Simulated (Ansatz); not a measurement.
Crystal: GdO.

```
Gd O
1.0
     0.00000    2.70000    2.70000
     2.70000    0.00000    2.70000
     2.70000    2.70000    0.00000
Gd O
1 1
Cartesian
  0.0000 0.0000 0.0000
  4.0500 4.0500 4.0500
```

Program: Ansatz 0.2.0. Alike in all runs: task single point; level PBE; potentials or basis Ansatz PAW; cell as given; k mesh 9 × 9 × 9; cutoff (eV) 420; smearing fermi-dirac 0.05 eV. Hardware: 2 threads of AMD EPYC 9R45 96-Core Processor (Zen 5) (shared host).

**Question.** Order these runs on this cell by their wall time, lowest first.
A. spin collinear, ferromagnetic start
B. spin off
C. spin collinear, random start

**Answer.** B (0.74 s), A (2.5 s), C (7.3 s).

Caveats: a cell with one magnetic atom can't hold antiferromagnetic order, which such compounds often take (some runs).
